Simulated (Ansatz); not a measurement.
**C₃H₉ClSi: basis-set convergence**

The task here is to estimate one member of a computed series from the others.

Method: one geometry, several basis sets; program: Ansatz 0.2.0, Gaussian basis.

Plan: PBE0-D4/def2-SVP; ωB97M-V/def2-SVP; PBE0-D4/def2-QZVPP; ωB97M-V/def2-QZVPP; the functionals' def2-TZVPP values are taken from earlier runs.

## The relaxed structure

An earlier PBE0-D4 in a triple-zeta def2 set relaxation fixed the geometry.

SMILES `CC(C)[SiH2]Cl`, 14 atoms, charge 0, spin multiplicity 1.

Atoms are counted from 1 here; the program's logs count them from 0.

Bond lengths: C1–C2 1.526 Å, C1–H6 1.093 Å, C1–H7 1.093 Å, C1–H8 1.094 Å, C2–C3 1.526 Å, C2–Si4 1.872 Å, C2–H9 1.100 Å, C3–H10 1.093 Å, C3–H11 1.093 Å, C3–H12 1.094 Å, Si4–Cl5 2.065 Å, Si4–H13 1.485 Å, Si4–H14 1.485 Å. Angles: C2–C1–H6 112.1°, C2–C1–H7 111.0°, C2–C1–H8 110.6°, H6–C1–H7 107.7°, H6–C1–H8 107.8°, H7–C1–H8 107.5°, C1–C2–C3 111.7°, C1–C2–Si4 111.7°, C1–C2–H9 108.6°, C3–C2–Si4 111.7°, C3–C2–H9 108.6°, Si4–C2–H9 104.1°, C2–C3–H10 111.0°, C2–C3–H11 112.1°, C2–C3–H12 110.6°, H10–C3–H11 107.7°, H10–C3–H12 107.5°, H11–C3–H12 107.8° and more.

The first run:

in.yaml reads:

```yaml
crystal:
  periodic: [false, false, false]
  atoms:
    - {symbol: C, position_ang: [0.083721, 0.997681, -1.145274]}
    - {symbol: C, position_ang: [-0.452123, 0.169162, 0.019042]}
    - {symbol: C, position_ang: [-0.748499, -1.268388, -0.399098]}
    - {symbol: Si, position_ang: [0.689631, 0.237738, 1.500771]}
    - {symbol: Cl, position_ang: [2.516681, -0.590452, 1.010822]}
    - {symbol: H, position_ang: [0.252507, 2.040428, -0.865018]}
    - {symbol: H, position_ang: [1.032276, 0.593436, -1.508959]}
    - {symbol: H, position_ang: [-0.620870, 0.986836, -1.982337]}
    - {symbol: H, position_ang: [-1.384977, 0.629591, 0.377079]}
    - {symbol: H, position_ang: [0.162166, -1.775414, -0.729351]}
    - {symbol: H, position_ang: [-1.177528, -1.854327, 0.417575]}
    - {symbol: H, position_ang: [-1.456955, -1.288917, -1.232713]}
    - {symbol: H, position_ang: [0.944158, 1.637452, 1.925591]}
    - {symbol: H, position_ang: [0.147112, -0.543927, 2.640571]}
basis:
  gaussian: {orbitals: def2-SVP}
hamiltonian: {xc: pbe0, dispersion: d4}
output: {orbitals: {seedname: orbitals}}
```

On the command line:

```bash
$ ansatz run in.yaml --threads 4 --pin off --events-out ev --progress --plain --max-ram 10444MiB
```

Steps of the session up to this table: PBE0-D4 in def2-SVP; ωB97M-V in def2-SVP; PBE0-D4 in def2-QZVPP; ωB97M-V in def2-QZVPP.

One table of the session follows, with a row left open; its other results are not shown here.

It belongs to the step «Functionals by basis». 

| functional | basis | HOMO (eV) | LUMO (eV) |
| --- | --- | --- | --- |
| PBE0-D4 | def2-SVP | -8.15 | 0.82 |
| PBE0-D4 | def2-TZVPP | -8.19 | 0.38 |
| PBE0-D4 | def2-QZVPP | -8.21 | 0.15 |
| ωB97M-V | def2-SVP | -10.32 | 2.78 |
| ωB97M-V | def2-TZVPP | ? | ? |
| ωB97M-V | def2-QZVPP | -10.41 | 1.57 |

Estimate the missing values for ωB97M-V, def2-TZVPP.

As computed: HOMO (eV): -10.40; LUMO (eV): 2.10. In the column «HOMO (eV)» it lies between ωB97M-V, def2-QZVPP (-10.41) and ωB97M-V, def2-SVP (-10.32).
